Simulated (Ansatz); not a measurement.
What does this script print? It uses Ansatz 0.2.0, Python API.

`zrh3.extxyz`
```text
4
Lattice="3.126038 0.0 0.0 0.0 3.126038 0.0 0.0 0.0 3.126038" Properties=species:S:1:pos:R:3 pbc="T T T"
Zr    0.00000000    0.00000000    0.00000000
H     0.00000000    1.56301900    1.56301900
H     1.56301900    0.00000000    1.56301900
H     1.56301900    1.56301900    0.00000000
```

The script, `lapw.py`:
```python
# -*- coding: utf-8 -*-
"""ZrH3 with all its electrons on LAPW."""

import warnings

import ansatz as az

warnings.simplefilter("ignore", az.DeckWarning)

structure = az.Crystal.from_extxyz("zrh3.extxyz")

calc = structure.calculation()
calc = calc.scf(tolerance=1e-09, extra_bands=6).occupations("Fermi-Dirac", width=0.1)
calc = calc.mixing("anderson", beta=0.1).functional(az.Functional.PBESOL)
calc = calc.kpoints(9, center="gamma")
calc = calc.pseudopotentials("all_electron", lapw=True, relativity="scalar")
calc = calc.band_table()
history = []
outcome = calc.session().plan().execute(on_event=lambda event: history.append(event["data"]["dr2_ev"]) if event["event"] == "scf_iter" else None)
r = outcome.report
print("density residual by iteration (eV):", " ".join(f"{value:.1e}" for value in history[:40]))

print(f"free energy      {r['free_energy_ev']:.5f} eV")
print(f"per atom         {r['free_energy_ev'] / len(outcome.lattice.sites):.5f} eV")
print(f"SCF iterations   {r['n_iterations']}  (converged: {r['converged']})")

print("band  energy (eV)  occupation, at k =", r["kpoints_frac"][0])
for band, (e, occ) in enumerate(zip(r["eigenvalues_ev"][0], r["occupations"][0]), start=1):
    print(f"{band:4d} {e:12.4f} {occ:9.4f}")

errors = r["lapw_basis_errors"]
print(f"estimated basis error {1000 * errors['total_ev_per_atom']:.3f} meV/atom, target {1000 * errors['basis_error_target_ev_per_atom']:.3f}")
for sphere in errors["spheres"]:
    print(f"  {sphere['species']:2s} muffin-tin radius {sphere['muffin_tin_radius_ang']:.3f} A, core shells {sphere['core_shells']}")
```

```console
$ python lapw.py
density residual by iteration (eV): 8.7e-01 7.0e-01 5.7e-02 6.0e-02 6.2e-03 4.1e-04 2.8e-05 3.9e-05 5.2e-08 4.0e-07 1.1e-08 1.8e-09 4.3e-12
free energy      -97920.28984 eV
per atom         -24480.07246 eV
SCF iterations   13  (converged: True)
band  energy (eV)  occupation, at k = [0.0, 0.0, 0.0]
   1    -385.5069    2.0000
   2    -298.6350    2.0000
   3    -298.6350    2.0000
   4    -298.6350    2.0000
   5    -156.0714    2.0000
   6    -156.0714    2.0000
   7    -156.0714    2.0000
   8    -156.0464    2.0000
   9    -156.0464    2.0000
  10     -36.0610    2.0000
  11     -13.8106    2.0000
  12     -13.8106    2.0000
  13     -13.8106    2.0000
  14       2.9303    2.0000
  15       8.9562    2.0000
  16       8.9562    2.0000
  17      16.8200    0.0000
  18      16.8200    0.0000
  19      16.8200    0.0000
  20      19.0266    0.0000
  21      19.0266    0.0000
  22      21.2712    0.0000
  23      21.2712    0.0000
estimated basis error 0.089 meV/atom, target 0.250
  H  muffin-tin radius 0.800 A, core shells 0
  Zr muffin-tin radius 1.410 A, core shells 3
```

Caveats:
- These settings explore the input space; cutoff and mesh may be short of convergence.
- For a metal this k-point mesh is coarse: on a finer one energies can move by several to tens of meV an atom and pressures by half a GPa or more, differences at one mesh by less.
- The structure comes from a database of computed cells and needn't be a stable or known phase.
- Levels are Kohn-Sham eigenvalues on this mesh, without spin-orbit coupling.
- It ran for 12 s on 1 thread of Arm Neoverse V1 (shared host), peak memory 0.36 GiB.

(A comment or docstring line of the script was reworded after the run, the code is as it ran; lines on the test bed's own set-up are left out of the output.)
